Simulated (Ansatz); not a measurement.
# Si₄GeH₁₂: one species, many methods

One table from this session's results is given with a row withheld; the runs are named, their logs left out.

The runs use Ansatz 0.2.0, Gaussian basis; functionals in def2-TZVPP, the program's frozen cores in correlated methods.

The runs, in order: LDA (SPW92), PBE-D4, revPBE-D4, BLYP-D4, r2SCAN-D4, B97M-V, PBE0-D4, B3LYP-D4, r2SCANh-D4, r2SCAN0-D4, HSE06-D4, BHLYP-D4, CAM-B3LYP-D4, LC-ωPBE, ωB97X-V, ωB97M-V, B2PLYP, PBE-QIDH; CCSD(T)/def2-SVP; CCSD(T)/def2-TZVPP; MP2/def2-QZVPP; extrapolation to the limit; RPA on PBE.

## The geometry

The geometry comes from an earlier relaxation with PBE0-D4 in a triple-zeta def2 set; it is a stationary point, not always the lowest conformer.

SMILES `[SiH3][Ge]([SiH3])([SiH3])[SiH3]`, 17 atoms, charge 0, spin multiplicity 1.

Atoms are counted from 1 here; the program's logs count them from 0.

Bond lengths: Si1–Ge2 2.378 Å, Si1–H6 1.487 Å, Si1–H7 1.487 Å, Si1–H8 1.487 Å, Ge2–Si3 2.378 Å, Ge2–Si4 2.377 Å, Ge2–Si5 2.378 Å, Si3–H9 1.487 Å, Si3–H10 1.487 Å, Si3–H11 1.487 Å, Si4–H12 1.487 Å, Si4–H13 1.487 Å, Si4–H14 1.487 Å, Si5–H15 1.487 Å, Si5–H16 1.487 Å, Si5–H17 1.487 Å. Angles: Ge2–Si1–H6 110.1°, Ge2–Si1–H7 110.2°, Ge2–Si1–H8 110.2°, H6–Si1–H7 108.8°, H6–Si1–H8 108.8°, H7–Si1–H8 108.8°, Si1–Ge2–Si3 109.5°, Si1–Ge2–Si4 109.6°, Si1–Ge2–Si5 109.4°, Si3–Ge2–Si4 109.7°, Si3–Ge2–Si5 109.3°, Si4–Ge2–Si5 109.3°, Ge2–Si3–H9 110.1°, Ge2–Si3–H10 110.0°, Ge2–Si3–H11 110.2°, H9–Si3–H10 108.8°, H9–Si3–H11 108.8°, H10–Si3–H11 108.8° and more.

Geometry (Å):

```xyz
17
charge 0, multiplicity 1
Si   -0.36155    1.25169   -1.98721
Ge    0.00110   -0.00292   -0.00043
Si    2.26934    0.22156    0.67602
Si   -0.49208   -2.29365   -0.40257
Si   -1.41877    0.81820    1.72110
H    -0.06604    2.68896   -1.74395
H     0.52427    0.75787   -3.07515
H    -1.77692    1.12102   -2.42520
H     2.51044   -0.55173    1.92344
H     2.58622    1.65233    0.93057
H     3.17632   -0.28815   -0.38686
H    -0.25385   -3.09200    0.82954
H     0.37216   -2.82286   -1.49120
H    -1.91606   -2.44610   -0.80418
H    -2.84430    0.67631    1.32114
H    -1.19535    0.05373    2.97727
H    -1.13383    2.25526    1.97778
```

Set-up of the first run:

in.yaml

```yaml
crystal:
  periodic: [false, false, false]
  atoms:
    - {symbol: Si, position_ang: [-0.361545, 1.251686, -1.987205]}
    - {symbol: Ge, position_ang: [0.001100, -0.002923, -0.000426]}
    - {symbol: Si, position_ang: [2.269336, 0.221562, 0.676019]}
    - {symbol: Si, position_ang: [-0.492080, -2.293651, -0.402570]}
    - {symbol: Si, position_ang: [-1.418766, 0.818196, 1.721103]}
    - {symbol: H, position_ang: [-0.066044, 2.688956, -1.743954]}
    - {symbol: H, position_ang: [0.524273, 0.757867, -3.075154]}
    - {symbol: H, position_ang: [-1.776920, 1.121020, -2.425200]}
    - {symbol: H, position_ang: [2.510438, -0.551732, 1.923438]}
    - {symbol: H, position_ang: [2.586224, 1.652329, 0.930569]}
    - {symbol: H, position_ang: [3.176319, -0.288152, -0.386862]}
    - {symbol: H, position_ang: [-0.253853, -3.091998, 0.829535]}
    - {symbol: H, position_ang: [0.372160, -2.822861, -1.491198]}
    - {symbol: H, position_ang: [-1.916062, -2.446102, -0.804181]}
    - {symbol: H, position_ang: [-2.844299, 0.676309, 1.321139]}
    - {symbol: H, position_ang: [-1.195353, 0.053731, 2.977269]}
    - {symbol: H, position_ang: [-1.133830, 2.255263, 1.977779]}
basis:
  gaussian: {orbitals: def2-TZVPP}
hamiltonian: {xc: lda}
output: {orbitals: {seedname: orbitals}}
```

On the command line:

```console
$ ansatz run in.yaml --threads 2 --pin off --events-out ev --progress --plain --max-ram 22528MiB --backend cuda --devices 0, --max-vram 18GiB
```

Steps of the session up to this table: LDA; PBE-D4 (GGA); revPBE-D4 (GGA); BLYP-D4 (GGA); r2SCAN-D4 (meta-GGA); B97M-V (meta-GGA); B3LYP-D4 (hybrid); r2SCANh-D4 (hybrid); r2SCAN0-D4 (hybrid); HSE06-D4 (hybrid); BHLYP-D4 (hybrid); CAM-B3LYP-D4 (range-separated); LC-ωPBE (range-separated); ωB97X-V (range-separated); ωB97M-V (range-separated); B2PLYP (double hybrid); PBE-QIDH (double hybrid).

One of the session's tables, all rows but one given; the rest of the session is left out.

It belongs to the step «Orbital energies across the functionals». 

```
  functional  HOMO (eV)  gap (eV)
 LDA (SPW92)      -6.94      5.54
      PBE-D4      -6.87      5.76
   revPBE-D4      -6.84      5.85
     BLYP-D4      -6.71      5.73
   r2SCAN-D4      -7.12      6.36
      B97M-V      -7.30      6.33
     PBE0-D4      -7.90      7.61
    B3LYP-D4      -7.69      7.20
  r2SCANh-D4      -7.49      7.00
  r2SCAN0-D4      -8.05      7.96
    HSE06-D4      -7.51      6.86
    BHLYP-D4      -8.80      9.39
CAM-B3LYP-D4      -9.07      9.74
     LC-ωPBE     -10.34     12.11
     ωB97X-V          ?         ?
     ωB97M-V      -9.84     11.14
```

**Question.** Estimate the row for ωB97X-V.

**Answer.** HOMO (eV): -10.04; gap (eV): 11.69. In the column «HOMO (eV)» it lies between LC-ωPBE (-10.34) and ωB97M-V (-9.84).
